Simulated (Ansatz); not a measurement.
TaWC2:

```
W Ta C
1.0
     1.57186    0.90751    5.10162
    -1.57186    0.90751    5.10162
     0.00000   -1.81502    5.10162
W Ta C
1 1 2
Direct
  0.00000 0.00000 0.00000
  0.50000 0.50000 0.50000
  0.25093 0.25093 0.25093
  0.74907 0.74907 0.74907
```

The cell comes from a database or a generator and needn't be the stable form of this composition.

Base run:

```yaml
Program: Ansatz 0.2.0
Functional: LDA
Potentials_or_basis: Ansatz PAW
Cutoff: 420 eV
Density_cutoff: 1680 eV
k_mesh: 10 × 10 × 10
Occupations: fermi-dirac, width 0.05 eV
Spin: no spin polarisation
```

Its results: band gap on the k mesh none (metal or under the smearing width); pressure -16.6 GPa; largest force 0.082 eV/Å.

Question: After a change of settings the same cell gave: band gap on the k mesh none (metal or under the smearing width); pressure -10.8 GPa; largest force 0.081 eV/Å. Which change was it?
A. k mesh from 10 × 10 × 10 to 7 × 7 × 7; spin from no spin polarisation to spin-orbit coupling, no magnetisation; potential files from those of the base run to others of the same set
B. functional from LDA to PBEsol
C. k mesh from 10 × 10 × 10 to 7 × 7 × 7
D. functional from LDA to PBE; k mesh from 10 × 10 × 10 to 7 × 7 × 7

Answer: B.

PBEsol binds less tightly than LDA, so the same cell stands under more pressure.

Caveats: the PAW data sets come from PBE, with cores solved anew for the run's functional, which leaves a small shift of forces and pressure.

Not every run made on this cell is shown here.
